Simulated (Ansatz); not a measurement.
**C2H8N2Si: one species, many methods**

One table from this session's results is given with a row withheld; the runs are named, their logs left out.

Computed with Ansatz 0.2.0, Gaussian basis. Level: functionals in def2-TZVPP, the program's frozen cores in correlated methods.

Plan: LDA (SPW92), PBE-D4, revPBE-D4, BLYP-D4, r2SCAN-D4, B97M-V, PBE0-D4, B3LYP-D4, r2SCANh-D4, r2SCAN0-D4, HSE06-D4, BHLYP-D4, CAM-B3LYP-D4, LC-ωPBE, ωB97X-V, ωB97M-V, B2PLYP, PBE-QIDH; CCSD(T)/def2-SVP; CCSD(T)/def2-TZVPP; MP2/def2-QZVPP; extrapolation to the limit; RPA on PBE.

## The relaxed structure

An earlier PBE0-D4 in a triple-zeta def2 set relaxation fixed the geometry.

13 atoms, charge 0, spin multiplicity 1.

Atoms are counted from 1 here; the program's logs count them from 0.

Bond lengths: N1–C2 1.422 Å, N1–H6 1.011 Å, N1–H7 1.012 Å, C2–N3 1.515 Å, C2–Si5 1.897 Å, C2–H8 1.095 Å, N3–C4 1.492 Å, N3–H9 1.015 Å, C4–Si5 1.888 Å, C4–H10 1.090 Å, C4–H11 1.093 Å, Si5–H12 1.495 Å, Si5–H13 1.494 Å. Angles: C2–N1–H6 113.0°, C2–N1–H7 112.6°, H6–N1–H7 109.2°, N1–C2–N3 117.9°, N1–C2–Si5 121.9°, N1–C2–H8 108.4°, N3–C2–Si5 87.4°, N3–C2–H8 106.9°, Si5–C2–H8 112.4°, C2–N3–C4 101.6°, C2–N3–H9 107.4°, C4–N3–H9 108.9°, N3–C4–Si5 88.4°, N3–C4–H10 113.3°, N3–C4–H11 110.5°, Si5–C4–H10 119.4°, Si5–C4–H11 115.7°, H10–C4–H11 108.1° and more.

The first run:

Input file in.yaml:

```yaml
crystal:
  periodic: [false, false, false]
  atoms:
    - {symbol: N, position_ang: [-1.959486, 0.072025, 0.467251]}
    - {symbol: C, position_ang: [-0.763093, -0.391558, -0.144790]}
    - {symbol: N, position_ang: [0.016096, 0.582714, -1.004121]}
    - {symbol: C, position_ang: [1.421279, 0.146776, -0.754782]}
    - {symbol: Si, position_ang: [0.830998, -0.659716, 0.847346]}
    - {symbol: H, position_ang: [-1.801616, 0.825688, 1.122563]}
    - {symbol: H, position_ang: [-2.656746, 0.358584, -0.208398]}
    - {symbol: H, position_ang: [-1.008809, -1.249000, -0.780006]}
    - {symbol: H, position_ang: [-0.116700, 1.508520, -0.608710]}
    - {symbol: H, position_ang: [2.128276, 0.974970, -0.708720]}
    - {symbol: H, position_ang: [1.753189, -0.540131, -1.537296]}
    - {symbol: H, position_ang: [1.302189, -1.985506, 1.352245]}
    - {symbol: H, position_ang: [0.874923, 0.322036, 1.972218]}
basis:
  gaussian: {orbitals: def2-TZVPP}
hamiltonian: {xc: lda}
output: {orbitals: {seedname: orbitals}}
```

Among the steps run: LDA; PBE-D4 (GGA); revPBE-D4 (GGA); BLYP-D4 (GGA); r2SCAN-D4 (meta-GGA); B97M-V (meta-GGA); PBE0-D4 (hybrid); B3LYP-D4 (hybrid); r2SCANh-D4 (hybrid); r2SCAN0-D4 (hybrid); HSE06-D4 (hybrid); BHLYP-D4 (hybrid); CAM-B3LYP-D4 (range-separated); LC-ωPBE (range-separated); ωB97X-V (range-separated); ωB97M-V (range-separated); B2PLYP (double hybrid); PBE-QIDH (double hybrid).

One of the session's tables, all rows but one given; the rest of the session is left out.

It belongs to the step «Orbital energies across the functionals». 

| functional | HOMO (eV) | gap (eV) |
| --- | --- | --- |
| LDA (SPW92) | -4.86 | 4.00 |
| PBE-D4 | -4.74 | 4.10 |
| revPBE-D4 | -4.68 | 4.14 |
| BLYP-D4 | -4.63 | 4.08 |
| r2SCAN-D4 | ? | ? |
| B97M-V | -5.11 | 4.63 |
| PBE0-D4 | -6.02 | 6.20 |
| B3LYP-D4 | -5.82 | 5.76 |
| r2SCANh-D4 | -5.43 | 5.44 |
| r2SCAN0-D4 | -6.17 | 6.58 |
| HSE06-D4 | -5.62 | 5.43 |
| BHLYP-D4 | -7.25 | 8.21 |
| CAM-B3LYP-D4 | -7.39 | 8.48 |
| LC-ωPBE | -8.71 | 10.98 |
| ωB97X-V | -8.37 | 10.49 |
| ωB97M-V | -8.29 | 10.05 |

Q: Estimate the row for r2SCAN-D4 from the others.

Worked estimate for «HOMO (eV)». Against the share of exact exchange, r2SCANh-D4 (0.1, -5.43), r2SCAN0-D4 (0.25, -6.17) give a slope of -4.93 per unit share; at 0 the line stands at -4.94.

As computed: HOMO (eV): -4.94; gap (eV): 4.67. In «HOMO (eV)» the line misses by 0.00.
